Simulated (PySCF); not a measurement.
**From one method to the next for ReSn (quartet)**

Aim: see what other levels and later steps give for ReSn (quartet).

The runs use PySCF 2.14.0; method and basis as typed in the scripts.

5 further runs of the same task are left out: 1 for a known fault of the program, 4 that didn't finish.

## 1. The system as given

ReSn (quartet): 2 atoms, charge 0, spin multiplicity 4.

Bond lengths: Re1–Sn2 2.340 Å.

## 2. The base run

input.py reads:

```python
from pyscf import gto, scf, mp

mol = gto.M(
    atom='Re 0 0 0; Sn 0 0 2.34',
    basis='crenbl',
    ecp={'Re': 'crenbl', 'Sn': 'crenbl'},
    charge=0,
    spin=3,
    verbose=4,
)
mf = scf.UHF(mol)
mf.level_shift = 0.3
mf = mf.newton()
mf.kernel()
mp.MP2(mf).kernel()
mf.dip_moment()
print('orbital energies (hartree):', [e[max(0, n-3):n+3].round(4) for e, n in zip(mf.mo_energy, mol.nelec)])
```

On the command line:

```console
> OMP_NUM_THREADS=1 python input.py
```

## 3. CASCI (ROHF)

Variant 1 changes step after the SCF: mp2 → casci; SCF type: UHF → ROHF; active space: none → 3 electrons in 4 orbitals.

input.py reads:

```python
from pyscf import gto, scf, mcscf

mol = gto.M(
    atom='Re 0 0 0; Sn 0 0 2.34',
    basis='crenbl',
    ecp={'Re': 'crenbl', 'Sn': 'crenbl'},
    charge=0,
    spin=3,
    verbose=4,
)
mf = scf.ROHF(mol)
mf.level_shift = 0.3
mf = mf.newton()
mf.kernel()
mc = mcscf.CASCI(mf, 4, 3)
mc.kernel()
mc.analyze()
mf.dip_moment()
print('orbital energies (hartree):', mf.mo_energy[..., max(0, mol.nelec[1]-3):mol.nelec[0]+3].round(4))
```

## 4. Geometry optimisation

Variant 2 changes step after the SCF: mp2 → optimize.

input.py reads:

```python
from pyscf import gto, scf
from pyscf.geomopt.geometric_solver import optimize

mol = gto.M(
    atom='Re 0 0 0; Sn 0 0 2.34',
    basis='crenbl',
    ecp={'Re': 'crenbl', 'Sn': 'crenbl'},
    charge=0,
    spin=3,
    verbose=4,
)
mf = scf.UHF(mol)
mf.level_shift = 0.3
mf = mf.newton()
mf.kernel()
mol_eq = optimize(mf, maxsteps=30)
print('optimised geometry (angstrom)')
print(mol_eq.tostring('raw'))
print('orbital energies (hartree):', [e[max(0, n-3):n+3].round(4) for e, n in zip(mf.mo_energy, mol.nelec)])
```

## 5. Population analysis

Variant 3 changes step after the SCF: mp2 → analyze.

input.py: that of step 2 with these lines changed.

```diff
@@ -1,2 +1,2 @@
-from pyscf import gto, scf, mp
+from pyscf import gto, scf
 
@@ -14,3 +14,3 @@
 mf.kernel()
-mp.MP2(mf).kernel()
+mf.mulliken_pop()
 mf.dip_moment()
```

## 6. Frequency run

Variant 4 changes step after the SCF: mp2 → frequency.

input.py: that of step 2 with these lines changed.

```diff
@@ -1,2 +1,3 @@
-from pyscf import gto, scf, mp
+from pyscf import gto, scf
+from pyscf.hessian import thermo
 
@@ -14,3 +15,4 @@
 mf.kernel()
-mp.MP2(mf).kernel()
+hess = mf.Hessian().kernel()
+print('wavenumber (cm^-1) =', thermo.harmonic_analysis(mol, hess)['freq_wavenumber'].round(1))
 mf.dip_moment()
```

**Question.** What will these runs give? Wanted: for each run, E(SCF); from base; gap, α spin; SCF dipole; after the SCF.

As calculated:

```
                  run  E(SCF) (hartree)  from base (eV)   cycles  gap, α spin (eV)  SCF dipole (D)               after the SCF
                 base       -146.098233               0  6 macro              8.56            2.91  MP2 correlation -10.879 eV
         CASCI (ROHF)       -146.011428         +2.3621  4 macro               n/a            2.74                         n/a
geometry optimisation       -146.098233          0.0000  6 macro              8.56             n/a     bond 2.863 Å, -1.258 eV
  population analysis       -146.098233          0.0000  6 macro              8.56            2.91                         n/a
        frequency run       -146.098233          0.0000  6 macro              8.56            2.91       highest mode 330 cm⁻¹
```

SCF columns refer to the geometry typed in the script.

In words: The dearest run is “geometry optimisation”, at 32 s against 5.5 s.
